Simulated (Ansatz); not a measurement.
Relaxation of a periodic cell of 13 atoms, Re (host Re, host structure hcp, interstitial Re), to a largest force component of 0.03 eV/Å in at most 60 steps.

Computed with DFT LDA, scalar-relativistic, plane waves, PAW (Ansatz 0.2.0). Settings: cutoff 420 eV, k mesh 4x3x4, gaussian smearing 0.05 eV, no spin polarisation.

```xyz
13
Lattice="5.5200 0.0000 0.0000 -4.1400 7.1707 0.0000 0.0000 0.0000 4.4574" Properties=species:S:1:pos:R:3
Re 0.000 0.000 0.000
Re 0.000 1.593 2.229
Re -1.380 2.390 0.000
Re -1.380 3.984 2.229
Re -2.760 4.780 0.000
Re -2.760 6.374 2.229
Re 2.760 0.000 0.000
Re 2.760 1.593 2.229
Re 1.380 2.390 0.000
Re 1.380 3.984 2.229
Re 0.000 4.780 0.000
Re 0.000 6.374 2.229
Re 4.095 0.769 1.212
```

**Question.** Where does it end, and by what steps?

**Answer.** The run converged. Limits of this set-up: coarse k mesh, a small cell, in which the defect meets its images, a typed lattice constant that wasn't relaxed here. After 19 steps the energy has fallen by 25.092 eV; Re7 moved furthest, 1.14 Å. The start is strongly strained (largest force component 28 eV/Å).

```json
{"step": "0", "energy less start (eV)": "0.0000", "largest force component (eV/Å)": "27.920", "accepted": "yes"}
{"step": "1", "energy less start (eV)": "-16.5832", "largest force component (eV/Å)": "8.755", "accepted": "yes"}
{"step": "2", "energy less start (eV)": "-21.3305", "largest force component (eV/Å)": "2.278", "accepted": "yes"}
{"step": "3", "energy less start (eV)": "-22.4258", "largest force component (eV/Å)": "1.150", "accepted": "yes"}
{"step": "4", "energy less start (eV)": "-23.0903", "largest force component (eV/Å)": "1.452", "accepted": "yes"}
{"step": "5", "energy less start (eV)": "-23.8034", "largest force component (eV/Å)": "1.682", "accepted": "yes"}
{"step": "6", "energy less start (eV)": "-24.4163", "largest force component (eV/Å)": "1.489", "accepted": "yes"}
{"step": "7", "energy less start (eV)": "-24.7169", "largest force component (eV/Å)": "0.581", "accepted": "yes"}
{"step": "8", "energy less start (eV)": "-24.7765", "largest force component (eV/Å)": "0.582", "accepted": "yes"}
{"step": "9", "energy less start (eV)": "-24.8397", "largest force component (eV/Å)": "0.369", "accepted": "yes"}
{"step": "10", "energy less start (eV)": "-24.8637", "largest force component (eV/Å)": "0.139", "accepted": "yes"}
{"step": "11", "energy less start (eV)": "-24.8836", "largest force component (eV/Å)": "0.846", "accepted": "yes"}
{"step": "12", "energy less start (eV)": "-24.9870", "largest force component (eV/Å)": "0.621", "accepted": "yes"}
{"step": "13", "energy less start (eV)": "-24.9538", "largest force component (eV/Å)": "0.884", "accepted": "no"}
{"step": "14", "energy less start (eV)": "-25.0609", "largest force component (eV/Å)": "0.260", "accepted": "yes"}
{"step": "15", "energy less start (eV)": "-25.0845", "largest force component (eV/Å)": "0.139", "accepted": "yes"}
{"step": "16", "energy less start (eV)": "-25.0886", "largest force component (eV/Å)": "0.083", "accepted": "yes"}
{"step": "17", "energy less start (eV)": "-25.0909", "largest force component (eV/Å)": "0.061", "accepted": "yes"}
{"step": "18", "energy less start (eV)": "-25.0919", "largest force component (eV/Å)": "0.032", "accepted": "yes"}
{"step": "19", "energy less start (eV)": "-25.0921", "largest force component (eV/Å)": "0.017", "accepted": "yes"}
```

```xyz
13
Lattice="5.5200 0.0000 0.0000 -4.1400 7.1707 0.0000 0.0000 0.0000 4.4574" Properties=species:S:1:pos:R:3
Re -0.121 0.239 -0.023
Re 0.224 1.634 2.378
Re -1.036 2.620 0.263
Re -1.178 4.136 2.336
Re -2.652 4.496 -0.057
Re -2.968 6.162 1.573
Re 2.273 -0.447 -0.923
Re 3.019 2.002 2.819
Re 1.451 2.405 0.232
Re 1.443 3.959 2.344
Re 0.168 4.932 0.183
Re 0.326 6.314 2.472
Re 3.149 0.561 0.988
```

Whether the end is a true minimum wasn't checked by a vibrational analysis.

The run took 2.4 min on 4 threads of Intel(R) Xeon(R) Platinum 8488C (Sapphire Rapids), with other jobs on the host, peak memory 1.1 GiB.
